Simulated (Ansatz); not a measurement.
CH3BrClSi, SMILES C[Si](Cl)Br, a rigid scan of one bond length

With the Python package of Ansatz (0.2.0).

Notebook, run cell by cell (the value of a cell's last expression is shown):

```python
from dataclasses import dataclass
import warnings

import ansatz as az
from ase import Atoms
import numpy as np
```

```python
@dataclass(frozen=True)
class Options:
    basis_set: str = 'def2-SVP'
    functional: str = 'cam_b3lyp'


cfg = Options()
```

```python
warnings.simplefilter('ignore', az.DeckWarning)
```

```python
atoms = Atoms(['C', 'Si', 'Cl', 'Br', 'H', 'H', 'H'], positions=[
    [-0.0795, 0.8073, -0.0607],
    [-0.3489, -0.8938, 0.4886],
    [1.3428, -1.514, 1.3999],
    [-0.6346, -2.1665, -1.2818],
    [-1.0222, 1.2125, -0.5999],
    [0.0649, 1.5351, 0.7723],
    [0.7386, 0.9515, -0.764],
])
ch3brclsi = az.Crystal.molecule_from_ase(atoms)
```

```python
symbols = [site.symbol for site in ch3brclsi.cartesian_sites]
start = np.array([site.position_ang for site in ch3brclsi.cartesian_sites])
axis = (start[6] - start[0]) / np.linalg.norm(start[6] - start[0])
moving = [6]
lengths, energies = [0.958, 1.001, 1.045, 1.088, 1.132, 1.176, 1.219, 1.284], []
for length in lengths:
    xyz = start.copy()
    xyz[moving] += (length - np.linalg.norm(start[6] - start[0])) * axis
    point = az.Crystal.molecule()
    for symbol, place in zip(symbols, xyz):
        point = point.atom(symbol, place.tolist())
    base = (
        point.calculation()
        .basis(gaussian=cfg.basis_set)
        .functional(cfg.functional)
        .spin('collinear', total=1)
    )
    report = base.run(threads=1, pin='off').report
    energies.append(report['free_energy_ev'])
    print(f'r = {length:6.3f} A  E = {energies[-1]:.5f} eV  <S^2> = {abs(report["mean_field"]["state"]["spin_squared"]):.3f}')
```

    r =  0.958 A  E = -91520.99843 eV  <S^2> = 0.752
    r =  1.001 A  E = -91521.25076 eV  <S^2> = 0.752
    r =  1.045 A  E = -91521.39655 eV  <S^2> = 0.752
    r =  1.088 A  E = -91521.45252 eV  <S^2> = 0.752
    r =  1.132 A  E = -91521.44059 eV  <S^2> = 0.752
    r =  1.176 A  E = -91521.37425 eV  <S^2> = 0.752
    r =  1.219 A  E = -91521.26894 eV  <S^2> = 0.752
    r =  1.284 A  E = -91521.05426 eV  <S^2> = 0.752

```python
# quartic fit about the minimum
fit = np.polynomial.Polynomial.fit(lengths, np.array(energies) - min(energies), 4).convert()
roots = [r.real for r in fit.deriv().roots() if abs(r.imag) < 1e-9 and fit.deriv(2)(r.real) > 0]
r_e = min(roots, key=lambda r: abs(r - lengths[int(np.argmin(energies))]))
print(f'minimum of the fit at {r_e:.4f} A, force constant {fit.deriv(2)(r_e):.2f} eV/A^2')
```

    minimum of the fit at 1.1010 A, force constant 33.57 eV/A^2

Reading the output:
- Total energies depend on the basis set; only differences at equal settings carry meaning.
- The rest of the molecule is held rigid at a force-field or estimated start geometry, and the basis set is modest; single-reference methods fail as a bond breaks.
- The run takes the species as open-shell (spin multiplicity 2), which needn't be its ground state.
- Spin-orbit coupling of the heavy open-shell atom is left out.
- Hardware and time: 60 s on 1 thread of Arm Neoverse V1, with other jobs on the host, peak memory 0.43 GiB.
